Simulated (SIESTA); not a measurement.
NiMoIrPdW in SIESTA: the effect of basis

NiMoIrPdW:

```
Ni Mo Pd Ir W
1.0
     2.76078    0.00000    0.00000
    -1.38039    2.39090    0.00000
     0.00000    0.00000   11.34051
Ni Mo Pd Ir W
1 1 1 1 1
Direct
  0.00000 0.00000 0.70917
  0.66667 0.33333 0.29425
  0.66667 0.33333 0.89901
  0.00000 0.00000 0.10604
  0.66667 0.33333 0.52921
```

The cell was built by a generator and needn't be a form met in nature.

Alike in all runs:

* Program: SIESTA 5.4.2
* Task: band structure
* Functional: PBE
* Potentials or basis: PseudoDojo 0.4 standard (PBE files)
* Grid cutoff: 800 Ry
* Energy shift: 0.003 Ry
* k mesh: 11 × 11 × 3
* Occupations: fermi-dirac, width 0.05 eV
* Spin: collinear spin, ferromagnetic start
* Starting moments: [1.0, 1.0, 0.0, 0.6, 0.0] μB

```tsv
basis	pressure (GPa)	largest force (eV/Å)
SZ	4.4	0.61
SZP	4.1	0.72
DZ	-1.7	0.91
DZP	2.2	0.64
TZP	1.7	0.51
TZDP	?	?
```

**Question.** What does the run with basis TZDP give?

**Answer.** Pressure 1.7 GPa; largest force 0.48 eV/Å.

Caveats: short orbitals over semicore shells can move pressures by several GPa; the basis of atomic orbitals isn't converged, which shifts pressures, moduli and gaps; the basis has no polarisation orbitals (some runs).
